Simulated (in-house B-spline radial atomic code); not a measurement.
# Ce¹⁰⁺: ionisation energy by several methods

The task here is to estimate one member of a computed series from the others.

The numbers are computed with in-house B-spline radial atomic code version 1 (scalar-relativistic (X2C), several functionals, spin-polarised; spherical all-electron atom at the radial basis limit), except any that are marked as measured or tabulated.

## Starting point

| Property | Result |
| --- | --- |
| element | cerium (Z = 58) |
| charge | +10 |
| electrons | 48 |
| configuration | [Kr] 4d10 5s2 |
| nucleus | Fermi, rms radius 4.877 fm |

The outer shells:

[Kr] 4d10 5s2
```
[Kr] core
4d [↑↓][↑↓][↑↓][↑↓][↑↓]
5s [↑↓]
```

Where spins are not typed, each open shell is filled with up spins first.

The first run:

The run's settings:

```ini
Z = 58
electrons = 48.0
configuration = [Kr] 4d10 5s2
hamiltonian = x2c
method = hse06
spin_polarised = True
nucleus = fermi
rms_radius = 4.8771
mass_number = 140
atomic_mass = 139.905448433
speed_of_light = 137.035999084
```

Steps of the session up to this table: HSE06; exchange-only LDA; revTPSS; OLYP; CAM-B3LYP; PW91.

One table of the session follows, with a row left open; its other results are not shown here.

```
           method  ΔSCF (eV)
exchange-only LDA     174.68
             OLYP          ?
             PW91     176.14
          revTPSS     174.98
            HSE06     175.38
        CAM-B3LYP     175.90
```

Estimate the missing values for OLYP.

The run gave: ΔSCF (eV): 175.57. In the column «ΔSCF (eV)» it lies between HSE06 (175.38) and CAM-B3LYP (175.90).
